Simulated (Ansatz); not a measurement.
# C₃H₁₀BN: small, medium and large basis sets

Aim: see how fast density functionals converge with the basis set for C₃H₁₀BN.

Program: Ansatz 0.2.0, Gaussian basis. Level of theory: one geometry, several basis sets. These are calculated values, not measurements.

Plan: PBE0-D4/def2-SVP; ωB97M-V/def2-SVP; PBE0-D4/def2-QZVPP; ωB97M-V/def2-QZVPP; the functionals' def2-TZVPP values are taken from earlier runs.

## 1. The geometry

An earlier PBE0-D4 in a triple-zeta def2 set relaxation fixed the geometry.

SMILES `BN(C)CC`, 15 atoms, charge 0, spin multiplicity 1.

Atoms are counted from 1 here; the program's logs count them from 0.

Bond lengths: B1–N2 1.386 Å, B1–H6 1.194 Å, B1–H7 1.198 Å, N2–C3 1.447 Å, N2–C4 1.455 Å, C3–H8 1.096 Å, C3–H9 1.088 Å, C3–H10 1.096 Å, C4–C5 1.510 Å, C4–H11 1.099 Å, C4–H12 1.099 Å, C5–H13 1.092 Å, C5–H14 1.091 Å, C5–H15 1.091 Å. Angles: N2–B1–H6 120.9°, N2–B1–H7 118.0°, H6–B1–H7 121.1°, B1–N2–C3 122.0°, B1–N2–C4 126.5°, C3–N2–C4 111.5°, N2–C3–H8 110.8°, N2–C3–H9 109.9°, N2–C3–H10 110.8°, H8–C3–H9 108.8°, H8–C3–H10 107.5°, H9–C3–H10 108.8°, N2–C4–C5 115.7°, N2–C4–H11 108.0°, N2–C4–H12 108.0°, C5–C4–H11 109.5°, C5–C4–H12 109.4°, H11–C4–H12 105.7° and more.

Coordinates:

```xyz
15
C3H10BN
B     0.0428   -0.2165    1.6347
N     0.3248   -0.4018    0.2907
C     1.2587   -1.4090   -0.1653
C    -0.2411    0.3430   -0.8232
C    -1.2241    1.4274   -0.4531
H    -0.7310    0.6200    1.9899
H     0.5999   -0.9204    2.4282
H     2.0862   -0.9513   -0.7199
H     1.6642   -1.9508    0.6868
H     0.7661   -2.1225   -0.8362
H    -0.7246   -0.3737   -1.5011
H     0.5883    0.7808   -1.3954
H    -1.5756    1.9144   -1.3653
H    -0.7664    2.1855    0.1843
H    -2.0900    1.0242    0.0742
```

## 2. PBE0-D4 in def2-SVP

Contents of in.yaml:

```yaml
crystal:
  periodic: [false, false, false]
  atoms:
    - {symbol: B, position_ang: [0.042819, -0.216513, 1.634720]}
    - {symbol: N, position_ang: [0.324847, -0.401819, 0.290684]}
    - {symbol: C, position_ang: [1.258705, -1.409044, -0.165291]}
    - {symbol: C, position_ang: [-0.241112, 0.342989, -0.823162]}
    - {symbol: C, position_ang: [-1.224090, 1.427390, -0.453113]}
    - {symbol: H, position_ang: [-0.730996, 0.619999, 1.989927]}
    - {symbol: H, position_ang: [0.599854, -0.920353, 2.428166]}
    - {symbol: H, position_ang: [2.086154, -0.951255, -0.719853]}
    - {symbol: H, position_ang: [1.664220, -1.950809, 0.686808]}
    - {symbol: H, position_ang: [0.766108, -2.122532, -0.836173]}
    - {symbol: H, position_ang: [-0.724615, -0.373738, -1.501138]}
    - {symbol: H, position_ang: [0.588299, 0.780823, -1.395365]}
    - {symbol: H, position_ang: [-1.575637, 1.914444, -1.365326]}
    - {symbol: H, position_ang: [-0.766427, 2.185544, 0.184337]}
    - {symbol: H, position_ang: [-2.090027, 1.024172, 0.074180]}
basis:
  gaussian: {orbitals: def2-SVP}
hamiltonian: {xc: pbe0, dispersion: d4}
output: {orbitals: {seedname: orbitals}}
```

Launch:

```
$ ansatz run in.yaml --threads 4 --pin off --events-out ev --progress --plain --max-ram 10444MiB
```

The runs that follow: ωB97M-V in def2-SVP; PBE0-D4 in def2-QZVPP; ωB97M-V in def2-QZVPP.

Before running them: what should the planned runs give, taken together? Wanted: PBE0-D4: double and triple zeta above quadruple; ωB97M-V: double and triple zeta above quadruple.

**Answer**, as computed:

| quantity | value |
| --- | --- |
| PBE0-D4: double and triple zeta above quadruple | 6.24, 0.32 eV |
| ωB97M-V: double and triple zeta above quadruple | 6.61, 0.31 eV |

PBE0-D4 gains 5.92 eV from double to triple zeta, then 0.32 eV more. Total energies overstate the basis error of differences, where much of it tends to cancel. The LUMO of ωB97M-V is positive and keeps falling with the basis (2.49 to 1.54 eV): an unbound level that the basis holds in place.
